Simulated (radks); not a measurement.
**Se³⁺ in [Ar] 3d10 4s2 5s1: an all-electron calculation**

The task here is to estimate one member of a computed series from the others.

The numbers are computed with radks (a radial shooting solver on a logarithmic mesh, Libxc functionals) version 1 (Dirac Kohn-Sham, exchange-only PBE, spin-unpolarised, spherical densities, finite nucleus), except any that are marked as measured or tabulated.

## Starting point

```
element            : selenium (Z = 34)
charge             : +3
electrons          : 31
configuration      : [Ar] 3d10 4s2 5s1
nuclear rms radius : 4.14 fm
```

The outer shells:

Se³⁺
```
[Ar] core
3d [↑↓][↑↓][↑↓][↑↓][↑↓]
4s [↑↓]
5s [↑ ]
```

The first run:

Input:

```text
Z 34
configuration [Ar] 3d10 4s2 5s1
relativity Dirac
functional pbe,
spin unpolarised
j_filling energy
nucleus finite rms 4.14 fm
c 137.035999084
```

The run is started by

```bash
> python run_ks.py task.json out
```

This one command runs every case of the session in turn.

One of the session's tables, all rows but one given; the rest of the session is left out.

It belongs to the step «Orbitals and density». Radial moments (bohr):

```
level      <r>  outermost maximum (interpolated)  90 % within  nodes
1s1/2  0.04408                            0.0288       0.0788      0
2s1/2   0.1957                             0.165        0.303      1
2p1/2   0.1685                             0.130        0.276      0
2p3/2   0.1723                             0.133        0.281      0
3s1/2   0.5736                             0.502        0.856      2
3p1/2   0.5817                             0.494        0.891      1
3p3/2   0.5922                             0.503        0.906      1
3d3/2   0.6228                             0.450         1.03      0
3d5/2        ?                                 ?            ?      ?
4s1/2    1.612                              1.43         2.35      3
5s1/2    3.586                              3.41         5.09      4
```

Estimate the missing values for 3d5/2.

**Answer.** <r>: 0.6269; outermost maximum (interpolated): 0.453; 90 % within: 1.04; nodes: 0. In the column «<r>» it lies between 3d3/2 (0.6228) and 4s1/2 (1.612).
